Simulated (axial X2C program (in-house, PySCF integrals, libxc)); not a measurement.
# TeNC⁻: bond lengths and stretches, held linear

Aim: the two bond lengths and stretching wavenumbers of linear TeNC⁻, with and without spin–orbit coupling, at PBE0, HF, B3LYP, MP2.

Method: all-electron X2C, two-component (2c) or spin-free, Te dyall-v3z, N dyall-av3z, C dyall-v3z; program: an in-house X2C program for linear molecules on PySCF integrals.

All values are calculated.

2 further runs of the same task are left out: 2 set aside as unsound or not needed.

### 1 The job

Input file task.json:

```json
{"zs": [52, 7, 6], "q": -1, "bas": ["dyall-v3z", "dyall-av3z", "dyall-v3z"], "r0": [2.02, 1.17], "symm": 0, "scan": ["PBE0", "HF", "B3LYP"], "levels": ["PBE0", "HF", "PBE"], "nst": 2}
```

Keys: zs atomic numbers; q charge; bas basis sets; r0 starting distance in Å; symm equal bonds; scan levels of the two-bond scan (MP2 follows by itself at each HF point); levels methods; nst determinants followed.

On the command line:

```console
$ python solin.py task.json out
```

Masses Te 129.906, N 14.003, C 12.000 u.

### 2 Scan at PBE0, 2c

State: Ω = 0 (all partner blocks equally filled). Energies above the lowest point, from the job's result record:

```
r(Te–N) (Å)  r(N–C) (Å)  E (meV)
     2.0056      1.1407    68.58
     2.0056      1.1700    20.42
     2.0056      1.1992    64.02
     2.0570      1.1407    46.00
     2.0570      1.1700     0.00
     2.0570      1.1992    45.96
     2.0570      1.2285   167.82
     2.1084      1.1407    60.20
     2.1084      1.1700    15.79
     2.1084      1.1992    63.56
     2.1599      1.1700    59.01
     2.1599      1.2285   233.45
```

A quadratic surface with cubic terms in each bond gives the minimum at 2.058 and 1.169 Å, force constants 2.18, 17.3 and coupling 0.19 mdyn/Å.

### 3 Scan at HF, 2c

State: Ω = 0 (all partner blocks equally filled). Energies above the lowest point, from the job's result record:

```
r(Te–N) (Å)  r(N–C) (Å)  E (meV)
     2.0056      1.1407    52.01
     2.0056      1.1700    84.57
     2.0056      1.1992   212.46
     2.0570      1.1407     5.95
     2.0570      1.1700    39.11
     2.0570      1.1992   167.73
     2.0570      1.2285   376.10
     2.1084      1.1407     0.00
     2.1084      1.1700    33.33
     2.1084      1.1992   162.25
     2.1599      1.1700    57.69
     2.1599      1.2285   395.40
```

A quadratic surface with cubic terms in each bond gives the minimum at 2.091 and 1.146 Å, force constants 2.01, 20.4 and coupling 0.03 mdyn/Å.

### 4 Scan at B3LYP, 2c

State: Ω = 0 (all partner blocks equally filled). Energies above the lowest point, from the job's result record:

```
r(Te–N) (Å)  r(N–C) (Å)  E (meV)
     2.0056      1.1407    91.29
     2.0056      1.1700    41.70
     2.0056      1.1992    82.23
     2.0570      1.1407    49.83
     2.0570      1.1700     2.51
     2.0570      1.1992    45.50
     2.0570      1.2285   162.81
     2.1084      1.1407    45.63
     2.1084      1.1700     0.00
     2.1084      1.1992    44.89
     2.1599      1.1700    25.40
     2.1599      1.2285   192.71
```

A quadratic surface with cubic terms in each bond gives the minimum at 2.086 and 1.170 Å, force constants 1.91, 16.9 and coupling 0.20 mdyn/Å.

### 5 The levels side by side

| level | r(Te–N) (Å) | r(N–C) (Å) | lower stretch (cm⁻¹) | upper stretch (cm⁻¹) |
| --- | --- | --- | --- | --- |
| PBE0, 2c | 2.058 | 1.169 | 409.2 | 2148.9 |
| HF, 2c | 2.091 | 1.146 | 392.7 | 2338.3 |
| B3LYP, 2c | 2.086 | 1.170 | 383.7 | 2123.2 |
| MP2, 2c | 2.061 | 1.186 | 417.3 | 2021.1 |
| PBE0, spin-free | 2.048 | 1.169 | 423.7 | 2150.5 |
| HF, spin-free | 2.080 | 1.146 | 410.8 | 2340.9 |
| B3LYP, spin-free | 2.074 | 1.170 | 402.4 | 2125.1 |
| MP2, spin-free | 2.053 | 1.186 | 430.0 | 2022.9 |

Scans not shown above were run alike.

In words: Over the levels the Te–N bond spans 2.048 to 2.091 Å and the N–C bond 1.146 to 1.186 Å. At PBE0 going from spin-free to two-component moves the bonds by +0.010 and +0.000 Å. Each state is one determinant, the lowest of a limited PBE0 search; the stretches come from a fit to few points and are good to some per cent at best. MP2 freezes inner shells (threshold -2 hartree). For an anion the highest level of a functional can be positive, and the basis then holds the extra electron. The molecule was held linear; bending was not examined, so a bent shape may lie lower.
